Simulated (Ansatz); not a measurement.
# BePd: the cost of one run

Computed with Ansatz 0.2.0 (DFT LDA, scalar-relativistic, unless a step's input says otherwise).

## (1) The system as given

Symmetry: Pm-3m, No. 221, cubic system. The conventional cell has a = 2.813 Å, b = 2.813 Å, c = 2.813 Å, α = 90.00°, β = 90.00°, γ = 90.00°. Be (site symmetry m-3m) is surrounded by 8 Pd at 2.44 Å. Pd (site symmetry m-3m) has 8 Be at 2.44 Å as nearest neighbours.

Coordinates:

```cif
data_structure
_symmetry_space_group_name_H-M 'Pm-3m'
_symmetry_Int_Tables_number 221
_cell_length_a 2.8130
_cell_length_b 2.8130
_cell_length_c 2.8130
_cell_angle_alpha 90.000
_cell_angle_beta 90.000
_cell_angle_gamma 90.000
_cell_volume 22.26
loop_
_atom_site_label
_atom_site_type_symbol
_atom_site_symmetry_multiplicity
_atom_site_Wyckoff_symbol
_atom_site_fract_x
_atom_site_fract_y
_atom_site_fract_z
_atom_site_occupancy
Be1 Be 1 a 0.00000 0.00000 0.00000 1
Pd1 Pd 1 b 0.50000 0.50000 0.50000 1
```

The file gives the conventional cell by its symmetry; the runs use the cell typed in the input.

Atoms are numbered in the order of the input: Be1, Pd2.

## (2) After the deformation

Space group Pm-3m before, P4/mmm after.

## (3) LAPW, all electrons

input.yaml reads:

```yaml
crystal:
  lattice:
    - [2.813, 0.0, 0.0]
    - [0.0, 2.813, 0.0]
    - [0.0, 0.0, 2.78487]
  atoms:
    - { symbol: Be, position: [0.0, 0.0, 0.0] }
    - { symbol: Pd, position: [0.5, 0.5, 0.5] }
kpoints:
  mp_grid: { grid: [12, 12, 12] }
  band_path:
    path:
      - [0.0, 0.0, 0.0]
      - [0.0, 0.5, 0.0]
      - [0.5, 0.5, 0.0]
      - [0.0, 0.0, 0.0]
      - [0.0, 0.0, 0.5]
      - [0.0, 0.5, 0.5]
      - [0.5, 0.5, 0.5]
      - [0.0, 0.0, 0.5]
      - [0.0, 0.5, 0.0]
    npoints: 5
scf:
  occupations: { method: fermi_dirac, width: 0.08 }
hamiltonian:
  xc: lda
  pseudopotentials: { kind: all_electron, lapw: { basis_error: 0.001 } }
output:
  forces: true
  stress: true
  eigenvalues: true
```

Started as:

```
> ansatz run input.yaml --threads 1 --pin off --max-ram 3072MiB --backend cpu --events-out ev --progress --plain --runs-dir out
```

Q: Estimate wall time and peak memory on 1 thread of Arm Neoverse V1, shared host.

About 29 s, with a peak of 0.51 GiB.
